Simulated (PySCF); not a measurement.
# CH9BOSi2: the cost of one run

The runs use PySCF 2.14.0, with density-fitted response routines of our own; the level of theory stands in each step. All values are computed, except where a source is named. Atoms count from 0, in the outputs and in this text.

## Step 1: Starting geometry

14 atoms, charge 0, multiplicity 1; geometry from: PBE0-D3(BJ)/def2-SVP.

Bonds of the start (Å): B0–C1 1.56, C1–O2 1.41, O2–Si3 1.67, Si3–Si4 2.34, B0–H5 1.21, B0–H6 1.21, C1–H7 1.11, C1–H8 1.11, Si3–H9 1.50, Si3–H10 1.50, Si4–H11 1.49, Si4–H12 1.50, Si4–H13 1.49.

## Step 2: X-ray photoelectron lines: SCAN, X2C

What the job is given:

```
{"job": {"kind": "xps"}, "charge": 0, "multiplicity": 1}
B     -2.661613     0.290106     0.173456
C     -1.570765     1.056859    -0.627128
O     -0.244567     1.031669    -0.151825
Si     0.764687    -0.286653    -0.325405
Si     2.754732     0.253405     0.777295
H     -3.797544     0.333954    -0.240836
H     -2.416836    -0.309592     1.193563
H     -1.632584     0.777338    -1.702937
H     -1.916715     2.114152    -0.629549
H      1.001316    -0.570307    -1.780900
H      0.137875    -1.520004     0.257052
H      2.492686     0.499326     2.228021
H      3.721260    -0.881893     0.647665
H      3.365974     1.477417     0.175418
```

With the program's defaults for keys left out, this is: delta-SCF UKS SCAN, pcX-2 on the ionised atom, pcseg-1 elsewhere, spin-free X2C.

The run is started by

```
> OMP_NUM_THREADS=1 python probes_run.py task.json out
```

This one command runs all jobs of the session in turn.

Q: Estimate the wall time and peak memory of this first job on 1 thread of Arm Neoverse V1, shared host.

About 48 s, with a peak of 0.61 GiB.
